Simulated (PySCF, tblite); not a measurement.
**C₃H₆FO₄S−: geometry, infrared bands and NMR shifts**

Aim: predict the infrared bands and NMR shifts of C₃H₆FO₄S− (`CO[C@@](C)(F)S(=O)(=O)[O-]`).

The runs use tblite 0.8.0 and PySCF 2.14.0, with density-fitted response routines of our own; the level of theory stands in each step. All values are computed, except where a source is named. Atoms count from 0, in the outputs and in this text.

### Step 1. Starting geometry

15 atoms, charge -1, multiplicity 1; geometry from: force field or distance geometry start.

Bonds of the start (Å): C0–O1 1.40, O1–C2 1.46, C2–C3 1.51, C2–F4 1.37, C2–S5 1.89, S5–O6 1.47, S5–O7 1.47, S5–O8 1.46, C0–H9 1.11, C0–H10 1.10, C0–H11 1.09, C3–H12 1.08, C3–H13 1.10, C3–H14 1.10.

### Step 2. Relaxing the molecule with GFN2-xTB

Job settings and geometry (Å):

```
{"job": {"kind": "relax", "xc": "GFN2-xTB", "basis": "xTB"}, "charge": -1, "multiplicity": 1}
C     -1.995800     0.489400    -0.008100
O     -1.067500    -0.283800     0.701400
C      0.167100    -0.494200    -0.053300
C      1.117100    -1.238400     0.850500
F     -0.178700    -1.349600    -1.072300
S      1.040300     1.049800    -0.711100
O      1.162100     1.937200     0.452400
O      2.342700     0.573600    -1.204900
O      0.177300     1.579300    -1.759300
H     -2.974000     0.400700     0.503800
H     -2.129200     0.133000    -1.035800
H     -1.728700     1.545300     0.012700
H      2.012300    -1.561600     0.333200
H      0.640700    -2.148700     1.250200
H      1.409800    -0.624300     1.718800
```

On the command line:

```bash
> OMP_NUM_THREADS=1 python probes_run.py task.json out
```

The driver reads the jobs from task.json and runs them one after another.

**Question.** This job is followed by: GFN2-xTB harmonic vibrations, gas phase; GIAO PBE0/pcSseg-1 NMR shielding, non-relativistic, gas phase. What will the session give for the following? strongest single infrared mode (GFN2-xTB); zero-point energy (GFN2-xTB); ¹³C shifts against TMS (PBE0/pcSseg-1); ¹H shifts against TMS (PBE0/pcSseg-1, means over atoms taken as alike); ¹⁷O shifts against H2O (PBE0/pcSseg-1); ¹⁹F shifts against CFCl3 (PBE0/pcSseg-1); ³³S shifts against CS2 (PBE0/pcSseg-1).

The runs gave:

| quantity | value |
| --- | --- |
| strongest single infrared mode (GFN2-xTB) | 1161 cm⁻¹, 558 km/mol |
| zero-point energy (GFN2-xTB) | 62.4 kcal/mol |
| ¹³C shifts against TMS (PBE0/pcSseg-1) | 124.3, 57.6, 25.0 ppm |
| ¹H shifts against TMS (PBE0/pcSseg-1, means over atoms taken as alike) | 4.18, 1.63 ppm |
| ¹⁷O shifts against H2O (PBE0/pcSseg-1) | 224.3, 213.7, 212.7, 76.1 ppm |
| ¹⁹F shifts against CFCl3 (PBE0/pcSseg-1) | -150.7 ppm |
| ³³S shifts against CS2 (PBE0/pcSseg-1) | 315 ppm |

Over 70 steps the energy fell by 0.311 eV; of the close pairs, O1–C2 changed most, 1.462 to 1.370 Å. No mode is imaginary among the 39: a minimum at this level. The strongest single mode, at 1161 cm⁻¹, is carried by S5, O6, O7. GFN2-xTB is a fitted tight-binding method: band positions and strengths are rough. Its intensities can rank the bands wrongly. H9, H10, H11 (mean) (hydrogen on a methyl carbon bonded to O) lies farthest downfield among hydrogen, at 4.18 ppm; its carbon carries O, an electronegative neighbour. At PBE0/pcSseg-1: The largest span, 211 ppm, is at S5, where the paramagnetic term is -862 ppm.
